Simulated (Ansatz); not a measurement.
**HfC: energies, forces and stress near the listed structure**

A set of self-consistent runs on HfC under distortions along a subgroup's directions, swapped elements, distortions that keep the symmetry, to map its energy surface near the listed cell.

Computed with Ansatz 0.2.0 (DFT PBEsol, scalar-relativistic, plane waves, PAW, unless a step's input says otherwise).

## (1) The structure to begin with

The structure is hexagonal, space group P6_3/mmc (No. 194). The conventional cell has a = 3.343 Å, b = 3.343 Å, c = 5.203 Å, α = 90.00°, β = 90.00°, γ = 120.00°. Hf (site symmetry -6m2) has 6 C at 2.33 Å as nearest neighbours. C (site symmetry -3m) is surrounded by 6 Hf at 2.33 Å.

As a file:

```cif
data_structure
_symmetry_space_group_name_H-M 'P6_3/mmc'
_symmetry_Int_Tables_number 194
_cell_length_a 3.3429
_cell_length_b 3.3429
_cell_length_c 5.2027
_cell_angle_alpha 90.000
_cell_angle_beta 90.000
_cell_angle_gamma 120.000
_cell_volume 50.35
loop_
_atom_site_label
_atom_site_type_symbol
_atom_site_symmetry_multiplicity
_atom_site_Wyckoff_symbol
_atom_site_fract_x
_atom_site_fract_y
_atom_site_fract_z
_atom_site_occupancy
Hf1 Hf 2 c 0.66667 0.33333 0.75000 1
C1 C 2 a 0.00000 0.00000 0.00000 1
```

The structure comes from the Materials Project (structure only).

## (2) A distortion that keeps the symmetry

Against the listed cell: strain xx, yy, zz, yz, xz, xy = +4.4, +4.4, -1.6, +0.0, +0.0, +0.0 %.

The input, input.yaml:

```yaml
crystal:
  lattice:
    - [3.4883141551, 0.0, 0.0]
    - [-1.7441570775, 3.0209686746, 0.0]
    - [0.0, 0.0, 5.1169212461]
  atoms:
    - { symbol: Hf, position: [0.66666667, 0.33333333, 0.75] }
    - { symbol: Hf, position: [0.33333333, 0.66666667, 0.25] }
    - { symbol: C, position: [0.0, 0.0, 0.0] }
    - { symbol: C, position: [0.0, 0.0, 0.5] }
basis:
  ecutwfc: 420
kpoints:
  mp_grid: { grid: [15, 15, 8] }
hamiltonian:
  xc: pbesol
scf:
  occupations: { method: gaussian, width: 0.1 }
output:
  forces: true
  stress: true
  eigenvalues: true
  populations: true
```

Run with:

```console
ansatz run input.yaml --threads 1 --pin off --max-ram 1331MiB --backend cpu --events-out ev --progress --plain --runs-dir out
```

## (3) Substitution of an element: Hf → W, probe on a coarse mesh

The input, input.yaml:

```yaml
crystal:
  lattice:
    - [3.1625765235, 0.0, 0.0]
    - [-1.5812882617, 2.7388716107, 0.0]
    - [0.0, 0.0, 4.8465024545]
  atoms:
    - { symbol: W, position: [0.66666667, 0.33333333, 0.75] }
    - { symbol: W, position: [0.33333333, 0.66666667, 0.25] }
    - { symbol: C, position: [0.0, 0.0, 0.0] }
    - { symbol: C, position: [0.0, 0.0, 0.5] }
basis:
  ecutwfc: 420
kpoints:
  mp_grid: { grid: [6, 6, 4] }
hamiltonian:
  xc: pbesol
scf:
  occupations: { method: gaussian, width: 0.1 }
output:
  forces: true
  stress: true
  eigenvalues: true
```

## (4) Substitution of an element: Hf → W

Edit input.yaml of step 3 so:

```diff
@@ -13,3 +13,3 @@
 kpoints:
-  mp_grid: { grid: [6, 6, 4] }
+  mp_grid: { grid: [15, 15, 10] }
 hamiltonian:
```

## (5) Strain and moves within the space group

The input, input.yaml:

```yaml
crystal:
  lattice:
    - [3.5197705246, 0.0, 0.0]
    - [-1.7598852623, 3.0482106898, 0.0]
    - [0.0, 0.0, 5.3219602049]
  atoms:
    - { symbol: Hf, position: [0.66666667, 0.33333333, 0.75] }
    - { symbol: Hf, position: [0.33333333, 0.66666667, 0.25] }
    - { symbol: C, position: [0.0, 0.0, 0.0] }
    - { symbol: C, position: [0.0, 0.0, 0.5] }
basis:
  ecutwfc: 420
kpoints:
  mp_grid: { grid: [15, 15, 8] }
hamiltonian:
  xc: pbesol
scf:
  occupations: { method: gaussian, width: 0.1 }
output:
  forces: true
  stress: true
  eigenvalues: true
```

## (6) Strain and moves within a subgroup

The input, input.yaml:

```yaml
crystal:
  lattice:
    - [3.4967381775, 0.0, 0.0]
    - [-1.7483690887, 3.0282640921, 0.0]
    - [0.0, 0.0, 4.9739506654]
  atoms:
    - { symbol: Hf, position: [0.66666667, 0.33333333, 0.7980518437] }
    - { symbol: Hf, position: [0.33333333, 0.66666667, 0.2980518437] }
    - { symbol: C, position: [0.0, 0.0, -0.0480518437] }
    - { symbol: C, position: [0.0, 0.0, 0.4519481563] }
basis:
  ecutwfc: 420
kpoints:
  mp_grid: { grid: [12, 12, 8] }
hamiltonian:
  xc: pbesol
scf:
  occupations: { method: gaussian, width: 0.1 }
output:
  forces: true
  stress: true
  eigenvalues: true
  populations: true
```

## (7) A distortion of lower symmetry

The input, input.yaml:

```yaml
crystal:
  lattice:
    - [3.3964187673, 0.0, 0.0]
    - [-1.6982093836, 2.9413849343, 0.0]
    - [0.0, 0.0, 5.7543057383]
  atoms:
    - { symbol: Hf, position: [0.66666667, 0.33333333, 0.7442337788] }
    - { symbol: Hf, position: [0.33333333, 0.66666667, 0.2442337788] }
    - { symbol: C, position: [0.0, 0.0, 0.0057662212] }
    - { symbol: C, position: [0.0, 0.0, 0.5057662212] }
basis:
  ecutwfc: 420
kpoints:
  mp_grid: { grid: [15, 15, 8] }
hamiltonian:
  xc: pbesol
scf:
  occupations: { method: gaussian, width: 0.1 }
output:
  forces: true
  stress: true
  eigenvalues: true
```

Before running it: what results should come out? Wanted: for each run, case; energy; pressure; largest force.

**Answer**, as computed:

```
step                                     case  energy (meV/atom)  pressure (GPa)  largest force (eV/Å)  gap on the mesh (eV)
   2     a distortion that keeps the symmetry               +0.0           -20.8                  0.00                  0.00
   4       substitution of an element: Hf → W                n/a            -9.0                  0.00                  0.00
   5  strain and moves within the space group             +103.3           -28.6                  0.00                  0.00
   6       strain and moves within a subgroup            +320.2*            -3.0                  2.89                  0.00
   7           a distortion of lower symmetry             +137.2           -28.2                  0.01                  0.00
```

Energies are counted from step 2, with the smearing taken to zero; a star marks another k mesh, which blurs the difference by a few meV. Other atoms or functionals have another zero of energy (n/a). A gap of 0.00 means a metal on the mesh.

What this shows: Among the distorted cells of the listed formula and level the largest force, 2.89 eV/Å, acts on C3 in step 6. The distorted cells of the listed formula and level are metallic on the mesh. Spin-orbit coupling is left out, which matters for the bands of Hf, W.
